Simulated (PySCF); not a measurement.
# CH₅B₂Cl: core binding energies at several levels of theory

Aim: compute the core binding energies of CH₅B₂Cl (`BCBCl`) at several levels, and see how far they spread and what each costs.

Programs: PySCF 2.14.0, with density-fitted response routines of our own. Each step states its level of theory. These are calculated values for one molecule in the gas phase, unless marked as measured. Atoms count from 0, in the outputs and in this text.

## (1) Starting geometry

9 atoms, charge 0, multiplicity 1; geometry from: PBE0-D3(BJ)/def2-SVP.

Bonds of the start (Å): B0–C1 1.56, C1–B2 1.55, B2–Cl3 1.75, B0–H4 1.21, B0–H5 1.21, C1–H6 1.10, C1–H7 1.11, B2–H8 1.21.

## (2) Core holes by ΔSCF: SCAN, X2C

Job settings and geometry (Å):

```
{"job": {"kind": "xps"}, "charge": 0, "multiplicity": 1}
B     -0.882527     0.518369     0.063577
C      0.304926    -0.466144    -0.155730
B      1.529287     0.107655     0.610021
Cl     2.913605     0.758743    -0.247518
H     -1.393081     1.102372    -0.863923
H     -1.298867     0.725168     1.180815
H      0.509203    -0.710209    -1.205767
H      0.028838    -1.363273     0.435799
H      1.573906     0.158833     1.813777
```

Level: delta-SCF UKS SCAN, pcX-2 on the ionised atom, pcseg-1 elsewhere, spin-free X2C.

Command:

```bash
> OMP_NUM_THREADS=1 python probes_run.py task.json out
```

The driver reads the jobs from task.json and runs them one after another.

The log of the run:

```text
ground state, core basis on atom 0 (B), 116 functions
  cycle   1  E = -552.23871520  |g| = 4.01e-01
  cycle   2  E = -552.21747199  |g| = 4.75e-01
  cycle   3  E = -552.28233633  |g| = 4.30e-02
  cycle   4  E = -552.28288278  |g| = 1.52e-02
  cycle   5  E = -552.28295384  |g| = 4.20e-03
  cycle   6  E = -552.28295951  |g| = 1.85e-03
  cycle   7  E = -552.28295984  |g| = 4.97e-04
  E(ground) = -552.29086328 Eh
hole in B 1s of atom 0
  cycle   1  E = -544.65234798  |g| = 1.15e+00
  cycle   2  E = -542.52222577  |g| = 1.95e+00
  cycle   3  E = -544.84934863  |g| = 5.17e-01
  cycle   4  E = -545.02843548  |g| = 2.22e-01
  cycle   5  E = -545.05583914  |g| = 1.03e-01
  cycle   6  E = -545.06285877  |g| = 4.35e-02
  cycle   7  E = -545.06330950  |g| = 3.80e-02
  cycle   8  E = -545.06432872  |g| = 1.53e-02
  cycle   9  E = -545.06456699  |g| = 7.72e-03
  cycle  10  E = -545.06460519  |g| = 5.33e-03
  cycle  11  E = -545.06462551  |g| = 2.16e-03
  cycle  12  E = -545.06462736  |g| = 7.93e-04
  cycle  13  E = -545.06462872  |g| = 1.89e-04
  E(ion) = -545.07211169 Eh   <S^2> = 0.9778   hole on atom = 1.000   binding energy = 196.432 eV
ground state, core basis on atom 1 (C), 116 functions
  cycle   1  E = -552.29060970  |g| = 5.71e-02
  cycle   2  E = -552.29056703  |g| = 1.92e-02
  cycle   3  E = -552.29056471  |g| = 1.97e-02
  cycle   4  E = -552.29067365  |g| = 9.58e-04
  cycle   5  E = -552.29067539  |g| = 1.90e-04
  E(ground) = -552.29724764 Eh
hole in C 1s of atom 1
  cycle   1  E = -541.05520770  |g| = 1.51e+00
  cycle   2  E = -540.41855260  |g| = 1.77e+00
  cycle   3  E = -541.55200093  |g| = 3.63e-01
  cycle   4  E = -541.58038195  |g| = 2.44e-01
  cycle   5  E = -541.61850784  |g| = 4.71e-02
  cycle   6  E = -541.61959778  |g| = 6.54e-03
  cycle   7  E = -541.61962317  |g| = 3.14e-03
  cycle   8  E = -541.61962933  |g| = 8.13e-04
  cycle   9  E = -541.61963072  |g| = 4.04e-04
  E(ion) = -541.62415224 Eh   <S^2> = 0.7655   hole on atom = 1.000   binding energy = 290.430 eV
ground state, core basis on atom 2 (B), 116 functions
  cycle   1  E = -552.28479123  |g| = 5.34e-02
  cycle   2  E = -552.28433770  |g| = 5.00e-02
  cycle   3  E = -552.28499708  |g| = 1.86e-02
  cycle   4  E = -552.28510320  |g| = 2.33e-03
  cycle   5  E = -552.28510386  |g| = 3.41e-04
  E(ground) = -552.29334896 Eh
hole in B 1s of atom 2
  cycle   1  E = -544.61658071  |g| = 1.16e+00
  cycle   2  E = -542.40271535  |g| = 2.07e+00
  cycle   3  E = -544.88343551  |g| = 4.51e-01
  cycle   4  E = -545.00890706  |g| = 1.92e-01
  cycle   5  E = -545.02631866  |g| = 1.06e-01
  cycle   6  E = -545.03255611  |g| = 4.68e-02
  cycle   7  E = -545.03410628  |g| = 1.17e-02
  cycle   8  E = -545.03423207  |g| = 4.91e-03
  cycle   9  E = -545.03426174  |g| = 3.58e-03
  cycle  10  E = -545.03427653  |g| = 1.51e-03
  cycle  11  E = -545.03428197  |g| = 6.80e-04
  cycle  12  E = -545.03428318  |g| = 2.17e-04
  E(ion) = -545.04055943 Eh   <S^2> = 0.8119   hole on atom = 1.000   binding energy = 197.358 eV
ground state, core basis on atom 3 (Cl), 127 functions
  cycle   1  E = -552.47779925  |g| = 4.86e-01
  cycle   2  E = -552.47794663  |g| = 5.19e-02
  cycle   3  E = -552.47783896  |g| = 4.52e-02
  cycle   4  E = -552.47810203  |g| = 1.27e-02
  cycle   5  E = -552.47814267  |g| = 2.21e-03
  cycle   6  E = -552.47814351  |g| = 3.00e-04
  E(ground) = -552.46744684 Eh
hole in Cl 1s of atom 3
  cycle   1  E = -447.27084308  |g| = 5.47e+00
  cycle   2  E = -447.80603737  |g| = 2.12e+00
  cycle   3  E = -448.27737279  |g| = 6.96e-01
  cycle   4  E = -448.46603766  |g| = 2.63e-01
  cycle   5  E = -448.50189264  |g| = 1.04e-01
  cycle   6  E = -448.50733949  |g| = 2.59e-02
  cycle   7  E = -448.50757044  |g| = 1.44e-02
  cycle   8  E = -448.50767511  |g| = 2.57e-03
  cycle   9  E = -448.50767823  |g| = 8.17e-04
  cycle  10  E = -448.50767836  |g| = 2.20e-04
  E(ion) = -448.50617755 Eh   <S^2> = 0.7521   hole on atom = 1.000   binding energy = 2828.930 eV
hole in Cl 2p of atom 3
  cycle   1  E = -544.40728814  |g| = 1.70e+00
  cycle   2  E = -544.44391713  |g| = 1.22e+00
  cycle   3  E = -544.82118118  |g| = 2.62e-01
  cycle   4  E = -544.85036696  |g| = 1.50e-01
  cycle   5  E = -544.86350616  |g| = 3.54e-02
  cycle   6  E = -544.86409065  |g| = 1.19e-02
  cycle   7  E = -544.86415856  |g| = 3.75e-03
  cycle   8  E = -544.86416440  |g| = 6.93e-04
  cycle   9  E = -544.86416516  |g| = 2.05e-04
  E(ion) = -544.86311364 Eh   <S^2> = 0.7517   hole on atom = 1.001   binding energy = 206.924 eV
  2p3/2 = 206.342 eV   2p1/2 = 207.996 eV
```

It took 18 s on 1 thread of Arm Neoverse V1, shared host; peak memory 0.4 GiB.

Binding energies by hole, beside the orbital energy of the ground state; the difference holds orbital relaxation and, for a density functional, its self-interaction error:

| hole | stands for | environment | ΔSCF (eV; 2p as the shell's mean) | −ε (eV) | ⟨S²⟩ |
| --- | --- | --- | --- | --- | --- |
| B1s on B0 | B0 | boron bonded to C, 2 H | 196.43 (doubtful) | 180.7 | 0.978 |
| C1s on C1 | C1 | sp3 CH2 bonded to 2 B | 290.43 | 273.4 | 0.765 |
| B1s on B2 | B2 | boron bonded to C, Cl, H | 197.36 | 181.8 | 0.812 |
| Cl1s on Cl3 | Cl3 | chlorine bonded to B | 2828.93 | 2763.8 | 0.752 |
| Cl2p on Cl3 | Cl3 | chlorine bonded to B | 206.89 | 193.6 | 0.752 |

Doubtful: the ion did not converge, its hole moved, or its ⟨S²⟩ is well above 0.75.

With the spin-orbit splitting: Cl3 2p3/2 206.34, 2p1/2 208.00 eV. The table gives each 2p level as the mean over the whole 2p shell (two parts 2p3/2, one part 2p1/2), which differs a little from the single hole in the log.

## (3) X-ray photoelectron lines: B3LYP, X2C

Same as in step 2 but for these lines:

```diff
@@ -1,2 +1,2 @@
-{"job": {"kind": "xps"}, "charge": 0, "multiplicity": 1}
+{"job": {"kind": "xps", "xc": "B3LYP"}, "charge": 0, "multiplicity": 1}
 B     -0.882527     0.518369     0.063577
```

Method: delta-SCF UKS B3LYP, pcX-2 on the ionised atom, pcseg-1 elsewhere, spin-free X2C.

The log of the run:

```text
ground state, core basis on atom 0 (B), 116 functions
  cycle   1  E = -552.29078547  |g| = 3.45e-01
  cycle   2  E = -552.28502596  |g| = 3.77e-01
  cycle   3  E = -552.32356934  |g| = 2.83e-02
  cycle   4  E = -552.32378380  |g| = 1.03e-02
  cycle   5  E = -552.32381743  |g| = 1.99e-03
  cycle   6  E = -552.32381801  |g| = 5.07e-04
  cycle   7  E = -552.32381803  |g| = 1.13e-04
  E(ground) = -552.32355683 Eh
hole in B 1s of atom 0
  cycle   1  E = -544.67950008  |g| = 1.15e+00
  cycle   2  E = -542.68887285  |g| = 1.90e+00
  cycle   3  E = -544.89643053  |g| = 5.06e-01
  cycle   4  E = -545.08050648  |g| = 1.30e-01
  cycle   5  E = -545.08544663  |g| = 9.83e-02
  cycle   6  E = -545.09090787  |g| = 2.49e-02
  cycle   7  E = -545.09132145  |g| = 9.90e-03
  cycle   8  E = -545.09142969  |g| = 4.12e-03
  cycle   9  E = -545.09148370  |g| = 2.57e-03
  cycle  10  E = -545.09151056  |g| = 1.59e-03
  cycle  11  E = -545.09151820  |g| = 6.52e-04
  cycle  12  E = -545.09151791  |g| = 1.65e-04
  E(ion) = -545.09126191 Eh   <S^2> = 0.8198   hole on atom = 1.000   binding energy = 196.801 eV
ground state, core basis on atom 1 (C), 116 functions
  cycle   1  E = -552.32933581  |g| = 4.12e-02
  cycle   2  E = -552.32932692  |g| = 1.21e-02
  cycle   3  E = -552.32932442  |g| = 1.23e-02
  cycle   4  E = -552.32936240  |g| = 7.14e-04
  cycle   5  E = -552.32936319  |g| = 1.56e-04
  E(ground) = -552.32913610 Eh
hole in C 1s of atom 1
  cycle   1  E = -541.09861004  |g| = 1.52e+00
  cycle   2  E = -540.62260343  |g| = 1.69e+00
  cycle   3  E = -541.61763540  |g| = 2.82e-01
  cycle   4  E = -541.64329786  |g| = 1.39e-01
  cycle   5  E = -541.65516396  |g| = 2.63e-02
  cycle   6  E = -541.65555094  |g| = 3.34e-03
  cycle   7  E = -541.65555863  |g| = 1.23e-03
  cycle   8  E = -541.65556034  |g| = 4.04e-04
  E(ion) = -541.65535394 Eh   <S^2> = 0.7587   hole on atom = 1.000   binding energy = 290.448 eV
ground state, core basis on atom 2 (B), 116 functions
  cycle   1  E = -552.32537934  |g| = 3.48e-02
  cycle   2  E = -552.32534763  |g| = 1.98e-02
  cycle   3  E = -552.32542288  |g| = 1.16e-02
  cycle   4  E = -552.32546126  |g| = 1.46e-03
  cycle   5  E = -552.32546362  |g| = 2.18e-04
  E(ground) = -552.32521370 Eh
hole in B 1s of atom 2
  cycle   1  E = -544.64262417  |g| = 1.17e+00
  cycle   2  E = -542.62721495  |g| = 2.01e+00
  cycle   3  E = -544.93693300  |g| = 4.19e-01
  cycle   4  E = -545.05399610  |g| = 1.21e-01
  cycle   5  E = -545.06151215  |g| = 5.35e-02
  cycle   6  E = -545.06291499  |g| = 2.50e-02
  cycle   7  E = -545.06346545  |g| = 1.19e-02
  cycle   8  E = -545.06385335  |g| = 2.24e-02
  cycle   9  E = -545.06345735  |g| = 1.13e-02
  cycle  10  E = -545.06337874  |g| = 1.56e-02
  cycle  11  E = -545.06338448  |g| = 1.68e-02
  cycle  12  E = -545.06336291  |g| = 1.92e-02
  cycle  13  E = -545.06327285  |g| = 2.63e-02
  cycle  14  E = -545.06325093  |g| = 3.46e-02
  cycle  15  E = -545.06327311  |g| = 3.67e-02
  cycle  16  E = -545.06326790  |g| = 3.86e-02
  cycle  17  E = -545.06329776  |g| = 3.15e-02
  cycle  18  E = -545.06327073  |g| = 3.78e-02
  cycle  19  E = -545.06341230  |g| = 1.34e-02
  cycle  20  E = -545.06336439  |g| = 2.91e-03
  cycle  21  E = -545.06339605  |g| = 4.24e-03
  cycle  22  E = -545.06346152  |g| = 8.95e-03
  cycle  23  E = -545.06334808  |g| = 5.88e-03
  cycle  24  E = -545.06336783  |g| = 6.17e-03
  cycle  25  E = -545.06335140  |g| = 5.89e-03
  cycle  26  E = -545.06328896  |g| = 8.00e-03
  cycle  27  E = -545.06328591  |g| = 6.18e-03
  cycle  28  E = -545.06328669  |g| = 5.92e-03
  cycle  29  E = -545.06328704  |g| = 4.54e-03
  cycle  30  E = -545.06329477  |g| = 2.69e-03
  cycle  31  E = -545.06329403  |g| = 4.71e-03
  cycle  32  E = -545.06329367  |g| = 2.98e-03
  cycle  33  E = -545.06328417  |g| = 1.09e-03
  cycle  34  E = -545.06328318  |g| = 7.27e-04
  cycle  35  E = -545.06328307  |g| = 2.00e-04
  E(ion) = -545.06307114 Eh   <S^2> = 0.7712   hole on atom = 1.000   binding energy = 197.613 eV
ground state, core basis on atom 3 (Cl), 127 functions
  cycle   1  E = -552.51489773  |g| = 2.64e-01
  cycle   2  E = -552.51505825  |g| = 3.92e-02
  cycle   3  E = -552.51509623  |g| = 2.04e-02
  cycle   4  E = -552.51515896  |g| = 4.22e-03
  cycle   5  E = -552.51516328  |g| = 5.96e-04
  cycle   6  E = -552.51516312  |g| = 9.31e-05
  E(ground) = -552.51491038 Eh
hole in Cl 1s of atom 3
  cycle   1  E = -447.40069132  |g| = 5.52e+00
  cycle   2  E = -448.04508603  |g| = 2.07e+00
  cycle   3  E = -448.52138892  |g| = 5.66e-01
  cycle   4  E = -448.62406209  |g| = 1.87e-01
  cycle   5  E = -448.64058361  |g| = 6.11e-02
  cycle   6  E = -448.64240914  |g| = 7.27e-03
  cycle   7  E = -448.64243053  |g| = 3.98e-03
  cycle   8  E = -448.64243926  |g| = 3.54e-04
  E(ion) = -448.64222608 Eh   <S^2> = 0.7511   hole on atom = 1.000   binding energy = 2826.520 eV
hole in Cl 2p of atom 3
  cycle   1  E = -544.46715813  |g| = 1.66e+00
  cycle   2  E = -544.60294984  |g| = 1.14e+00
  cycle   3  E = -544.90993716  |g| = 1.51e-01
  cycle   4  E = -544.91739832  |g| = 9.85e-02
  cycle   5  E = -544.92277422  |g| = 1.69e-02
  cycle   6  E = -544.92290527  |g| = 3.31e-03
  cycle   7  E = -544.92291081  |g| = 7.78e-04
  cycle   8  E = -544.92291160  |g| = 2.21e-04
  E(ion) = -544.92269082 Eh   <S^2> = 0.7518   hole on atom = 1.001   binding energy = 206.595 eV
  2p3/2 = 205.966 eV   2p1/2 = 207.615 eV
```

Run time: 23 s. Hardware: 1 thread of Arm Neoverse V1, shared host; peak memory 0.45 GiB.

Binding energies by hole, beside the orbital energy of the ground state; the difference holds orbital relaxation and, for a density functional, its self-interaction error:

| hole | stands for | environment | ΔSCF (eV; 2p as the shell's mean) | −ε (eV) | ⟨S²⟩ |
| --- | --- | --- | --- | --- | --- |
| B1s on B0 | B0 | boron bonded to C, 2 H | 196.80 | 184.3 | 0.820 |
| C1s on C1 | C1 | sp3 CH2 bonded to 2 B | 290.45 | 276.7 | 0.759 |
| B1s on B2 | B2 | boron bonded to C, Cl, H | 197.61 | 185.4 | 0.771 |
| Cl1s on Cl3 | Cl3 | chlorine bonded to B | 2826.52 | 2772.2 | 0.751 |
| Cl2p on Cl3 | Cl3 | chlorine bonded to B | 206.52 | 196.4 | 0.752 |

With the spin-orbit splitting: Cl3 2p3/2 205.97, 2p1/2 207.62 eV. The table gives each 2p level as the mean over the whole 2p shell (two parts 2p3/2, one part 2p1/2), which differs a little from the single hole in the log.

## (4) Core holes by ΔSCF: PBE0, X2C

Same as in step 3 but for these lines:

```diff
@@ -1,2 +1,2 @@
-{"job": {"kind": "xps", "xc": "B3LYP"}, "charge": 0, "multiplicity": 1}
+{"job": {"kind": "xps", "xc": "PBE0"}, "charge": 0, "multiplicity": 1}
 B     -0.882527     0.518369     0.063577
```

Method: delta-SCF UKS PBE0, pcX-2 on the ionised atom, pcseg-1 elsewhere, spin-free X2C.

The log of the run:

```text
ground state, core basis on atom 0 (B), 116 functions
  cycle   1  E = -551.98645463  |g| = 3.05e-01
  cycle   2  E = -551.98746498  |g| = 3.05e-01
  cycle   3  E = -552.01248615  |g| = 2.40e-02
  cycle   4  E = -552.01264154  |g| = 9.07e-03
  cycle   5  E = -552.01266674  |g| = 1.63e-03
  cycle   6  E = -552.01266689  |g| = 5.77e-04
  cycle   7  E = -552.01266733  |g| = 1.13e-04
  E(ground) = -552.01261450 Eh
hole in B 1s of atom 0
  cycle   1  E = -544.39277763  |g| = 1.15e+00
  cycle   2  E = -542.54901800  |g| = 1.81e+00
  cycle   3  E = -544.60906923  |g| = 5.04e-01
  cycle   4  E = -544.79393482  |g| = 1.14e-01
  cycle   5  E = -544.79865283  |g| = 8.65e-02
  cycle   6  E = -544.80286343  |g| = 2.36e-02
  cycle   7  E = -544.80328776  |g| = 1.18e-02
  cycle   8  E = -544.80346726  |g| = 5.92e-03
  cycle   9  E = -544.80359221  |g| = 3.52e-03
  cycle  10  E = -544.80363902  |g| = 1.69e-03
  cycle  11  E = -544.80364418  |g| = 6.03e-04
  cycle  12  E = -544.80364556  |g| = 1.30e-04
  E(ion) = -544.80360731 Eh   <S^2> = 0.8545   hole on atom = 1.000   binding energy = 196.167 eV
ground state, core basis on atom 1 (C), 116 functions
  cycle   1  E = -552.01888040  |g| = 5.72e-02
  cycle   2  E = -552.01887870  |g| = 9.13e-03
  cycle   3  E = -552.01887116  |g| = 1.05e-02
  cycle   4  E = -552.01889942  |g| = 4.56e-04
  cycle   5  E = -552.01890089  |g| = 8.66e-05
  E(ground) = -552.01888800 Eh
hole in C 1s of atom 1
  cycle   1  E = -540.80648386  |g| = 1.52e+00
  cycle   2  E = -540.46396801  |g| = 1.57e+00
  cycle   3  E = -541.33019579  |g| = 2.64e-01
  cycle   4  E = -541.35529320  |g| = 1.11e-01
  cycle   5  E = -541.36279993  |g| = 2.26e-02
  cycle   6  E = -541.36308875  |g| = 2.95e-03
  cycle   7  E = -541.36309653  |g| = 1.26e-03
  cycle   8  E = -541.36309807  |g| = 4.15e-04
  E(ion) = -541.36310211 Eh   <S^2> = 0.7614   hole on atom = 1.000   binding energy = 289.959 eV
ground state, core basis on atom 2 (B), 116 functions
  cycle   1  E = -552.01507559  |g| = 4.75e-02
  cycle   2  E = -552.01506041  |g| = 1.98e-02
  cycle   3  E = -552.01511448  |g| = 1.40e-02
  cycle   4  E = -552.01517087  |g| = 1.20e-03
  cycle   5  E = -552.01517165  |g| = 1.84e-04
  E(ground) = -552.01513858 Eh
hole in B 1s of atom 2
  cycle   1  E = -544.35665741  |g| = 1.17e+00
  cycle   2  E = -542.57570923  |g| = 1.90e+00
  cycle   3  E = -544.65273839  |g| = 4.14e-01
  cycle   4  E = -544.76860109  |g| = 1.04e-01
  cycle   5  E = -544.77433355  |g| = 4.08e-02
  cycle   6  E = -544.77517101  |g| = 1.92e-02
  cycle   7  E = -544.77542144  |g| = 5.10e-03
  cycle   8  E = -544.77545922  |g| = 2.33e-03
  cycle   9  E = -544.77547546  |g| = 1.33e-03
  cycle  10  E = -544.77548119  |g| = 5.51e-04
  cycle  11  E = -544.77548216  |g| = 1.26e-04
  E(ion) = -544.77547144 Eh   <S^2> = 0.7853   hole on atom = 1.000   binding energy = 197.001 eV
ground state, core basis on atom 3 (Cl), 127 functions
  cycle   1  E = -552.20559602  |g| = 3.24e-01
  cycle   2  E = -552.20572566  |g| = 2.96e-02
  cycle   3  E = -552.20574371  |g| = 1.53e-02
  cycle   4  E = -552.20577052  |g| = 3.02e-03
  cycle   5  E = -552.20577284  |g| = 5.71e-04
  cycle   6  E = -552.20577427  |g| = 6.55e-05
  E(ground) = -552.20555322 Eh
hole in Cl 1s of atom 3
  cycle   1  E = -447.11364534  |g| = 5.51e+00
  cycle   2  E = -447.84613607  |g| = 1.95e+00
  cycle   3  E = -448.27166232  |g| = 4.79e-01
  cycle   4  E = -448.34393866  |g| = 1.53e-01
  cycle   5  E = -448.35520677  |g| = 4.51e-02
  cycle   6  E = -448.35618781  |g| = 5.36e-03
  cycle   7  E = -448.35619987  |g| = 2.82e-03
  cycle   8  E = -448.35620422  |g| = 2.64e-04
  E(ion) = -448.35601313 Eh   <S^2> = 0.7512   hole on atom = 1.000   binding energy = 2825.890 eV
hole in Cl 2p of atom 3
  cycle   1  E = -544.16478553  |g| = 1.65e+00
  cycle   2  E = -544.35336758  |g| = 1.06e+00
  cycle   3  E = -544.61177432  |g| = 1.26e-01
  cycle   4  E = -544.61707516  |g| = 8.17e-02
  cycle   5  E = -544.62074054  |g| = 1.29e-02
  cycle   6  E = -544.62081720  |g| = 2.59e-03
  cycle   7  E = -544.62082136  |g| = 7.11e-04
  cycle   8  E = -544.62082134  |g| = 2.08e-04
  E(ion) = -544.62061942 Eh   <S^2> = 0.7521   hole on atom = 1.001   binding energy = 206.397 eV
  2p3/2 = 205.770 eV   2p1/2 = 207.415 eV
```

Wall time 18 s (1 thread of Arm Neoverse V1, shared host); peak memory 0.45 GiB.

The holes in one table. −ε is the ground-state orbital energy:

| hole | stands for | environment | ΔSCF (eV; 2p as the shell's mean) | −ε (eV) | ⟨S²⟩ |
| --- | --- | --- | --- | --- | --- |
| B1s on B0 | B0 | boron bonded to C, 2 H | 196.17 (doubtful) | 185.3 | 0.854 |
| C1s on C1 | C1 | sp3 CH2 bonded to 2 B | 289.96 | 278.1 | 0.761 |
| B1s on B2 | B2 | boron bonded to C, Cl, H | 197.00 | 186.3 | 0.785 |
| Cl1s on Cl3 | Cl3 | chlorine bonded to B | 2825.89 | 2777.2 | 0.751 |
| Cl2p on Cl3 | Cl3 | chlorine bonded to B | 206.32 | 197.6 | 0.752 |

Doubtful: the ion did not converge, its hole moved, or its ⟨S²⟩ is well above 0.75.

With the spin-orbit splitting: Cl3 2p3/2 205.77, 2p1/2 207.41 eV. The table gives each 2p level as the mean over the whole 2p shell (two parts 2p3/2, one part 2p1/2), which differs a little from the single hole in the log.

[end of part 1 of 3]
